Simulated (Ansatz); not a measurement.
Write the native input for Ansatz 0.2.0 that does the following.

| Property | Result |
| --- | --- |
| Task | single point |
| Functional | PBEsol |
| Potentials or basis | Ansatz PAW |
| Cutoff | 420 eV (not typed: the program's choice for these potentials) |
| k mesh | 9 × 9 × 6 |
| Occupations | fermi-dirac, width 0.05 eV |
| Spin | collinear spin, antiferromagnetic start |
| Starting moments | [1.0, -2.0, 0.0, 0.0] μB |

The system is CoNiO2.

```
Ni Co O
1.0
     3.01433    0.00000    0.00000
     0.00000    3.01433    0.00000
     0.00000    0.00000    4.22229
Ni Co O
1 1 2
Direct
  0.00000 0.00000 0.00000
  0.50000 0.50000 0.50000
  0.00000 0.00000 0.50000
  0.50000 0.50000 0.00000
```

The cell comes from a database or a generator and needn't be the stable form of this composition.

One way to write it, as run:

input.yaml

```yaml
crystal:
  lattice:
    - [3.014333, 0.0, 0.0]
    - [0.0, 3.014333, 0.0]
    - [0.0, 0.0, 4.222285]
  atoms:
    - { symbol: Ni, position: [0.0, 0.0, 0.0], spin: 1.0 }
    - { symbol: Co, position: [0.5, 0.5, 0.5], spin: -2.0 }
    - { symbol: O, position: [0.0, 0.0, 0.5] }
    - { symbol: O, position: [0.5, 0.5, 0.0] }
hamiltonian:
  xc: pbesol
  pseudopotentials: { kind: paw }
magnetization:
  spin_polarized: true
kpoints:
  mp_grid: { grid: [9, 9, 6] }
scf:
  occupations: { method: fermi_dirac, width: 0.05 }
output:
  forces: true
  stress: true
  eigenvalues: true
```

Potentials or basis: Ansatz PAW.

The run is started by

```console
$ ansatz run input.yaml --threads 2 --pin off --max-ram 5632MiB --backend cpu --events-out ev --progress --plain --runs-dir out
```

It gave:

| Quantity | Value |
| --- | --- |
| Pressure | -11.9 GPa |
| Band gap on the k mesh | none (metal or under the smearing width) |
| Net moment | -4.55 μB per cell |
| Absolute moment | 4.57 μB per cell |
| Site moments | Ni -1.34; Co -2.43; O -0.31, -0.29 μB |

Caveat: the pressure holds a Pulay correction of +0.7 GPa for the finite cutoff; semilocal functionals often make such compounds metallic where correlation or magnetic order opens a gap, which also shifts bond lengths; the PAW data sets come from PBE, with cores solved anew for the run's functional, which leaves a small shift of forces and pressure; the starting moments weren't kept.

Wall time 7.1 s on 2 threads of Intel(R) Xeon(R) 6975P-C (Granite Rapids), with other jobs on the host, peak memory 0.51 GiB.
